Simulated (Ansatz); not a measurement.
**C₂H₂AlF: ionisation energy by level of theory, part 1 of 2**

How much energy removes an electron from C₂H₂AlF at fixed geometry? The cation is run at each level and the neutral's energy taken from earlier runs.

Program: Ansatz 0.2.0, Gaussian basis. Level of theory: unrestricted cation, the program's frozen cores in correlated methods. These are calculated values, not measurements.

Levels to be run: UKS PBE-D4/def2-TZVPP; UKS r2SCAN-D4/def2-TZVPP; UKS PBE0-D4/def2-TZVPP; UKS B3LYP-D4/def2-TZVPP; UKS wB97X-V/def2-TZVPP; UKS wB97M-V/def2-TZVPP; UKS B2PLYP/def2-TZVPP; UHF-CCSD(T)/def2-TZVPP; UHF-MP2/def2-QZVPP; extrapolation to the limit; then −ε(HOMO) from the neutral's earlier runs with LDA (SPW92), PBE-D4, revPBE-D4, BLYP-D4, r2SCAN-D4, B97M-V, PBE0-D4, B3LYP-D4, r2SCANh-D4, r2SCAN0-D4, HSE06-D4, BHLYP-D4, CAM-B3LYP-D4, LC-ωPBE, ωB97X-V, ωB97M-V.

## (1) Structure used throughout

The geometry comes from an earlier relaxation with PBE0-D4 in a triple-zeta def2 set; it is a stationary point.

SMILES `FC#[C][AlH2]`, 6 atoms, charge 0, spin multiplicity 1.

Atoms are counted from 1 here; the program's logs count them from 0.

Bond lengths: F1–C2 1.267 Å, C2–C3 1.210 Å, C3–Al4 1.895 Å, Al4–H5 1.580 Å, Al4–H6 1.580 Å. Angles: F1–C2–C3 180.0°, C2–C3–Al4 179.8°, C3–Al4–H5 118.9°, C3–Al4–H6 118.9°, H5–Al4–H6 122.3°.

## (2) Cation, UKS PBE-D4/def2-TZVPP

The input, in.yaml:

```yaml
crystal:
  periodic: [false, false, false]
  atoms:
    - {symbol: F, position_ang: [2.376174, 1.687464, 0.936300]}
    - {symbol: C, position_ang: [1.395402, 0.986670, 0.545987]}
    - {symbol: C, position_ang: [0.458807, 0.317876, 0.173344]}
    - {symbol: Al, position_ang: [-1.003756, -0.735932, -0.410571]}
    - {symbol: H, position_ang: [-1.081973, -1.155350, -1.931781]}
    - {symbol: H, position_ang: [-2.102554, -1.164828, 0.640521]}
basis:
  gaussian: {orbitals: def2-TZVPP}
total_charge: 1
magnetization: {spin_polarized: true, initial_magnetization: 1}
hamiltonian: {xc: pbe, dispersion: d4}
```

Launch:

```bash
ansatz run in.yaml --threads 2 --pin off --events-out ev --progress --plain --max-ram 4352MiB
```

The program printed:

```text
Functional definition: PBE
  name "PBE"
  cite "Perdew, Burke & Ernzerhof, Phys. Rev. Lett. 77, 3865 (1996) doi:10.1103/PhysRevLett.77.3865"
  parent pbe
  parameter kappa = 0.804
  parameter beta = 0.06672455060314922
  exchange = pbe_x(kappa = kappa, mu = beta*pi^2/3)
  correlation = pbe_c(beta = beta)
903 factors; their error is unknown
mean field evaluation 1: about -11385.4912 eV, gradient 5.7e1 eV
mean field evaluation 2: about -11262.6993 eV, gradient 1.2e2 eV
mean field evaluation 4: about -11395.0410 eV, gradient 3.1e1 eV
mean field evaluation 8: about -11400.9086 eV, gradient 1.7e0 eV
mean field evaluation 16: about -11400.9293 eV, gradient 3.8e-3 eV
mean field evaluation 32: about -11399.2931 eV, gradient 9.2e0 eV
mean field -11400.92925386 eV, -418.9764222520 hartree, gradient 2.4e-5 eV, S^2 0.753760; 5 other end points of the search recorded, 0 dependent functions left out
reference -11400.92929374 eV, -418.9764237176 hartree; 18, 17 occupied and 145, 146 virtual orbitals, 903 factors
Total energy: -11401.00468383 eV, -418.9791942521 hartree
```

Wall time 7.5 s (2 threads of Arm Neoverse V1, shared host); peak memory 0.32 GiB.

Less the neutral's -11410.7570 eV (earlier run), this gives 9.752 eV. ⟨S²⟩ = 0.754.

## (3) Cation, UKS r2SCAN-D4/def2-TZVPP

Edit in.yaml of step 2 so:

```diff
@@ -13,2 +13,2 @@
 magnetization: {spin_polarized: true, initial_magnetization: 1}
-hamiltonian: {xc: pbe, dispersion: d4}
+hamiltonian: {xc: r2scan, dispersion: d4}
```

Launched as before.

The program printed:

```text
Functional definition: r2SCAN
  name "r2SCAN"
  cite "Furness, Kaplan, Ning, Perdew & Sun, J. Phys. Chem. Lett. 11, 8208 (2020) doi:10.1021/acs.jpclett.0c02405"
  cite "Furness, Kaplan, Ning, Perdew & Sun, J. Phys. Chem. Lett. 11, 9248 (2020) doi:10.1021/acs.jpclett.0c03077"
  parent r2scan
  parameter k0 = 0.174
  parameter k1 = 0.065
  parameter a1 = 4.9479
  exchange = r2scan_x(k0 = k0, k1 = k1, a1 = a1)
  correlation = r2scan_c
903 factors; their error is unknown
mean field evaluation 1: about -11393.5243 eV, gradient 5.3e1 eV
mean field evaluation 2: about -11287.8210 eV, gradient 1.1e2 eV
mean field evaluation 4: about -11403.5158 eV, gradient 2.5e1 eV
mean field evaluation 8: about -11406.6745 eV, gradient 5.7e-1 eV
mean field evaluation 16: about -11406.6701 eV, gradient 3.2e-3 eV
mean field evaluation 32: about -11405.6752 eV, gradient 4.3e0 eV
mean field -11406.67010070 eV, -419.1873944819 hartree, gradient 1.7e-5 eV, S^2 0.759465; 4 other end points of the search recorded, 0 dependent functions left out
reference -11406.67011492 eV, -419.1873950046 hartree; 18, 17 occupied and 145, 146 virtual orbitals, 903 factors
Total energy: -11406.68763800 eV, -419.1880389660 hartree
```

It took 14 s on 2 threads of Arm Neoverse V1, shared host; peak memory 0.35 GiB.

Less the neutral's -11416.5614 eV (earlier run), this gives 9.874 eV. ⟨S²⟩ = 0.759.

## (4) Cation, UKS PBE0-D4/def2-TZVPP

Edit in.yaml of step 3 so:

```diff
@@ -13,2 +13,2 @@
 magnetization: {spin_polarized: true, initial_magnetization: 1}
-hamiltonian: {xc: r2scan, dispersion: d4}
+hamiltonian: {xc: pbe0, dispersion: d4}
```

Same command.

The program printed:

```text
Functional definition: PBE0
  name "PBE0"
  cite "Adamo & Barone, J. Chem. Phys. 110, 6158 (1999) doi:10.1063/1.478522"
  cite "Perdew, Burke & Ernzerhof, Phys. Rev. Lett. 77, 3865 (1996) doi:10.1103/PhysRevLett.77.3865"
  parent pbe
  parameter a = 0.25
  parameter kappa = 0.804
  parameter beta = 0.06672455060314922
  exchange = (1 - a)*pbe_x(kappa = kappa, mu = beta*pi^2/3) + a*exact_x
  correlation = pbe_c(beta = beta)
934 factors; their error is unknown
mean field evaluation 1: about -11389.8571 eV, gradient 4.9e1 eV
mean field evaluation 2: about -11302.0776 eV, gradient 9.8e1 eV
mean field evaluation 4: about -11399.5462 eV, gradient 1.7e1 eV
mean field evaluation 8: about -11401.1842 eV, gradient 2.1e-1 eV
mean field evaluation 16: about -11401.2120 eV, gradient 3.4e-3 eV
mean field evaluation 32: about -11401.1728 eV, gradient 2.1e0 eV
mean field -11401.21197673 eV, -418.9868121258 hartree, gradient 1.7e-5 eV, S^2 0.759905; 2 other end points of the search recorded, 0 dependent functions left out
reference -11401.21200670 eV, -418.9868132273 hartree; 18, 17 occupied and 145, 146 virtual orbitals, 934 factors
Total energy: -11401.27544792 eV, -418.9891446489 hartree
```

Wall time 5.5 s (2 threads of Arm Neoverse V1, shared host); peak memory 0.36 GiB.

Less the neutral's -11411.3913 eV (earlier run), this gives 10.116 eV. ⟨S²⟩ = 0.760.

## (5) Cation, UKS B3LYP-D4/def2-TZVPP

Edit in.yaml of step 4 so:

```diff
@@ -13,2 +13,2 @@
 magnetization: {spin_polarized: true, initial_magnetization: 1}
-hamiltonian: {xc: pbe0, dispersion: d4}
+hamiltonian: {xc: {name: B3LYP}, dispersion: d4}
```

Same command.

The program printed:

```text
Functional definition: B3LYP
  name "B3LYP"
  cite "Stephens, Devlin, Chabalowski & Frisch, J. Phys. Chem. 98, 11623 (1994) doi:10.1021/j100096a001"
  cite "Becke, Phys. Rev. A 38, 3098 (1988) doi:10.1103/PhysRevA.38.3098"
  cite "Lee, Yang & Parr, Phys. Rev. B 37, 785 (1988) doi:10.1103/PhysRevB.37.785"
  cite "Vosko, Wilk & Nusair, Can. J. Phys. 58, 1200 (1980) doi:10.1139/p80-159"
  parameter a0 = 0.2
  parameter ax = 0.72
  parameter ac = 0.81
  exchange = (1 - a0 - ax)*slater_x + ax*b88_x + a0*exact_x
  correlation = (1 - ac)*vwn_rpa_c + ac*lyp_c
927 factors; their error is unknown
mean field evaluation 1: about -11397.6586 eV, gradient 5.2e1 eV
mean field evaluation 2: about -11300.5530 eV, gradient 1.0e2 eV
mean field evaluation 4: about -11408.2542 eV, gradient 2.1e1 eV
mean field evaluation 8: about -11410.3899 eV, gradient 2.4e-1 eV
mean field evaluation 16: about -11410.4105 eV, gradient 2.7e-3 eV
mean field evaluation 32: about -11410.0054 eV, gradient 4.5e0 eV
mean field -11410.41050206 eV, -419.3248516965 hartree, gradient 1.9e-5 eV, S^2 0.758441; 2 other end points of the search recorded, 0 dependent functions left out
reference -11410.41074621 eV, -419.3248606689 hartree; 18, 17 occupied and 145, 146 virtual orbitals, 927 factors
Total energy: -11410.53382656 eV, -419.3293837884 hartree
```

Run time: 5.5 s. Hardware: 2 threads of Arm Neoverse V1, shared host; peak memory 0.36 GiB.

Less the neutral's -11420.6425 eV (earlier run), this gives 10.109 eV. ⟨S²⟩ = 0.758.

## (6) Cation, UKS wB97X-V/def2-TZVPP

Edit in.yaml of step 5 so:

```diff
@@ -13,2 +13,2 @@
 magnetization: {spin_polarized: true, initial_magnetization: 1}
-hamiltonian: {xc: {name: B3LYP}, dispersion: d4}
+hamiltonian: {xc: {name: wB97X-V}}
```

Launched as before.

The program printed:

```text
Functional definition: wB97X-V
  name "wB97X-V"
  cite "Mardirossian & Head-Gordon, Phys. Chem. Chem. Phys. 16, 9904 (2014) doi:10.1039/C3CP54374A"
  cite "Becke, J. Chem. Phys. 107, 8554 (1997) doi:10.1063/1.475007"
  cite "Vydrov & Van Voorhis, J. Chem. Phys. 133, 244103 (2010) doi:10.1063/1.3521275"
  parameter omega = 0.3/bohr
  parameter cx = 0.167
  parameter cx1 = 0.603
  parameter cx2 = 1.194
  parameter css0 = 0.556
  parameter css1 = -0.257
  parameter cos0 = 1.219
  parameter cos1 = -1.850
  parameter b = 6.0
  parameter c = 0.01
  exchange = spin_sum(e_x_unif_sr(omega)*poly(b97_u_x, 1 - cx, cx1, cx2)) + cx*exact_x_sr(omega) + exact_x_lr(omega)
  correlation = spin_sum(e_c_pw_same_spin*poly(b97_u_same, css0, css1))
      + integral(e_c_pw_opposite_spin*poly(b97_u_opposite, cos0, cos1)) + vv10(b, c)
922 factors; their error is unknown
209 factors; integrals over basis functions are off by at most 1.2e-5 eV
mean field evaluation 1: about -11397.8695 eV, gradient 4.3e1 eV
mean field evaluation 2: about -11395.8637 eV, gradient 4.8e1 eV
mean field evaluation 4: about -11406.3900 eV, gradient 4.1e0 eV
mean field evaluation 8: about -11406.5740 eV, gradient 5.6e-1 eV
mean field evaluation 16: about -11406.6079 eV, gradient 7.8e-3 eV
mean field evaluation 32: about -11406.3799 eV, gradient 3.2e0 eV
mean field -11406.60792229 eV, -419.1851094677 hartree, gradient 1.5e-5 eV, S^2 0.759413; 4 other end points of the search recorded, 0 dependent functions left out
reference -11406.60792040 eV, -419.1851093982 hartree; 18, 17 occupied and 145, 146 virtual orbitals, 922 factors
Total energy: -11406.60792040 eV, -419.1851093982 hartree
```

Run time: 28 s. Hardware: 2 threads of Arm Neoverse V1, shared host; peak memory 0.63 GiB.

The neutral molecule at this level: -11417.0198 eV. Difference: 10.412 eV. ⟨S²⟩ = 0.759.

## (7) Cation, UKS wB97M-V/def2-TZVPP

Edit in.yaml of step 6 so:

```diff
@@ -13,2 +13,2 @@
 magnetization: {spin_polarized: true, initial_magnetization: 1}
-hamiltonian: {xc: {name: wB97X-V}}
+hamiltonian: {xc: {name: wB97M-V}}
```

Launched as before.

The program printed:

```text
Functional definition: wB97M-V
  name "wB97M-V"
  cite "Mardirossian & Head-Gordon, J. Chem. Phys. 144, 214110 (2016) doi:10.1063/1.4952647"
  cite "Becke, J. Chem. Phys. 107, 8554 (1997) doi:10.1063/1.475007"
  cite "Vydrov & Van Voorhis, J. Chem. Phys. 133, 244103 (2010) doi:10.1063/1.3521275"
  # Of w^i u^j: cxij and so on, Table III.
  parameter omega = 0.3/bohr
  parameter cx = 0.15
  parameter cx01 = 1.007
  parameter cx10 = 0.259
  parameter css00 = 0.443
  parameter css04 = -1.437
  parameter css10 = -4.535
  parameter css20 = -3.390
  parameter css43 = 4.278
  parameter cos00 = 1.000
  parameter cos10 = 1.358
  parameter cos20 = 2.924
  parameter cos21 = -8.812
  parameter cos60 = -1.390
  parameter cos61 = 9.142
  parameter b = 6.0
  parameter c = 0.01
  gx(w, u) = 1 - cx + cx01*u + cx10*w
  gss(w, u) = css00 + css04*u^4 + css10*w + css20*w^2 + css43*w^4*u^3
  gos(w, u) = cos00 + cos10*w + (cos20 + cos21*u)*w^2 + (cos60 + cos61*u)*w^6
  exchange = spin_sum(e_x_unif_sr(omega)*gx(b97_w, b97_u_x)) + cx*exact_x_sr(omega) + exact_x_lr(omega)
  correlation = spin_sum(e_c_pw_mod_same_spin*gss(b97_w, b97_u_same))
      + integral(e_c_pw_mod_opposite_spin*gos(b97_w_opposite, b97_u_opposite)) + vv10(b, c)
906 factors; their error is unknown
209 factors; integrals over basis functions are off by at most 1.2e-5 eV
mean field evaluation 1: about -11398.5079 eV, gradient 4.3e1 eV
mean field evaluation 2: about -11395.2538 eV, gradient 5.0e1 eV
mean field evaluation 4: about -11407.2591 eV, gradient 4.4e0 eV
mean field evaluation 8: about -11407.4561 eV, gradient 5.6e-1 eV
mean field evaluation 16: about -11407.4845 eV, gradient 1.0e-2 eV
mean field evaluation 32: about -11407.4020 eV, gradient 1.0e0 eV
mean field -11407.48451901 eV, -419.2173238028 hartree, gradient 1.2e-5 eV, S^2 0.759746; 4 other end points of the search recorded, 0 dependent functions left out
reference -11407.48456638 eV, -419.2173255437 hartree; 18, 17 occupied and 145, 146 virtual orbitals, 906 factors
Total energy: -11407.48456638 eV, -419.2173255437 hartree
```

Run time: 33 s. Hardware: 2 threads of Arm Neoverse V1, shared host; peak memory 0.66 GiB.

The neutral molecule at this level: -11417.8433 eV. Difference: 10.359 eV. ⟨S²⟩ = 0.760.

(Continued in part 2 of 2.)
